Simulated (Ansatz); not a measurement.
Runs of Ansatz 0.2.0 on V. The cell holds a sheet with vacuum, 1 atom: a = 2.296 Å, b = 2.296 Å, c = 23.800 Å, α = 90.00°, β = 90.00°, γ = 90.00°. The cell was built by a generator and needn't be a form met in nature.

| task | level | cell | cutoff (eV) | basis error allowed | gap on the mesh (eV) | moment (μB) | work function (eV) |
| --- | --- | --- | --- | --- | --- | --- | --- |
| single point | PBEsol | as given | 321 | 0.002 eV/atom | none | 0.00 | 5.14 |
| projected density of states | PBE | as given | 321 | 0.002 eV/atom | - | 0.00 | 5.03 |
| single point | LDA | as given | 320 | 0.002 eV/atom | none | 0.00 | (a) |
| single point | PBE | as given | 321 | 0.002 eV/atom | none | 0.00 | 5.03 |
| single point | PBE | as given | 347 | 0.001 eV/atom | none | 0.00 | 5.03 |
| relaxation of the atoms | PBE | atoms relaxed | - | 0.002 eV/atom | - | 0.00 | - |

Alike in all rows: potentials or basis all-electron LAPW, scalar-relativistic; spin collinear, ferromagnetic start; k mesh 11 × 11 × 1; smearing fermi-dirac 0.05 eV.

Task: Estimate the missing entries.

Result: (a) 5.30.

Caveats: the starting moments weren't kept; the relaxation stopped at its first step, so nothing moved (some runs).

A gap of «none» marks a metal or a gap under the smearing width.
